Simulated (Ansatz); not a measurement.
**WSe3: what a guessed cell relaxes into**

The task: take a trial cell of WSe3 to zero force and stress.

Computed with Ansatz 0.2.0 (DFT PBE, scalar-relativistic, plane waves, PAW, unless a step's input says otherwise).

1 further run of the same task is left out (set aside as unsound or not needed).

## (1) The starting structure

The structure is hexagonal, space group P6_3/mmc (No. 194). Conventional cell: a = 5.305 Å, b = 5.305 Å, c = 9.451 Å, α = 90.00°, β = 90.00°, γ = 120.00°. Around W (site symmetry -6m2) lie 11 Se at 3.06 to 3.46 Å. Around Se (site symmetry -6m2) lie 3 W at 3.06 Å. Se (site symmetry 3m) is surrounded by 4 W at 3.12 to 3.46 Å and 1 Se at 3.21 Å.

Coordinates:

```
W Se
1.0
     5.30497    0.00000    0.00000
    -2.65248    4.59424    0.00000
     0.00000    0.00000    9.45063
W Se
2 6
Cartesian
  0.0000 3.0628 2.3627
  2.6525 1.5314 7.0880
  0.0000 0.0000 2.3627
  0.0000 0.0000 7.0880
  0.0000 3.0628 5.4834
  2.6525 1.5314 0.7581
  2.6525 1.5314 3.9672
  0.0000 3.0628 8.6925
```

Recipe of the guess: species swapped into a database cell of Na3P (P6_3/mmc, No. 194), with Se on the Na sites and W on the P sites. Its size is a rough estimate.

## (2) The guess as it stands, on a coarse mesh

The input, input.yaml:

```yaml
crystal:
  lattice:
    - [5.30496822, 0.0, 0.0]
    - [-2.65248411, 4.59423725, 0.0]
    - [0.0, 0.0, 9.45063309]
  atoms:
    - { symbol: W, position: [0.33333333, 0.66666667, 0.25] }
    - { symbol: W, position: [0.66666667, 0.33333333, 0.75] }
    - { symbol: Se, position: [0.0, 0.0, 0.25] }
    - { symbol: Se, position: [0.0, 0.0, 0.75] }
    - { symbol: Se, position: [0.33333333, 0.66666667, 0.58021551] }
    - { symbol: Se, position: [0.66666667, 0.33333333, 0.08021551] }
    - { symbol: Se, position: [0.66666667, 0.33333333, 0.41978449] }
    - { symbol: Se, position: [0.33333333, 0.66666667, 0.91978449] }
basis:
  ecutwfc: 420
kpoints:
  mp_grid: { grid: [6, 6, 2] }
hamiltonian:
  xc: pbe
scf:
  occupations: { method: gaussian, width: 0.1 }
  lower_state_search: "off"
output:
  forces: true
  stress: true
  eigenvalues: true
```

Launch:

```sh
ansatz run input.yaml --threads 1 --pin off --max-ram 2560MiB --backend cpu --events-out ev --progress --plain --runs-dir out
```

Further runs follow: rough relaxation on the coarse mesh; final relaxation.

Q: Predict the outcome of this session. Wanted: conventional cell; volume; energy over the elements; gap on the mesh.

**Answer**, as computed:

| quantity | value |
| --- | --- |
| symmetry at the end (tolerance 0.05 Å) | space group P6_3/mmc (No. 194) |
| conventional cell | a = 4.623 Å, b = 4.623 Å, c = 8.216 Å, α = 90.00°, β = 90.00°, γ = 120.00° |
| volume | 19.01 Å³/atom |
| energy over the elements | +0.40 eV/atom |
| gap on the mesh | none (metal) |

The space group P6_3/mmc (No. 194) is kept, and the volume per atom shrinks by 34.0 % from the first guess. The formation energy is positive, so the separate elements lie lower. No finished test with a distortion of lower symmetry is shown, so the end may be a saddle point. The runs treat W without spin-orbit coupling. Other magnetic orders were not searched.
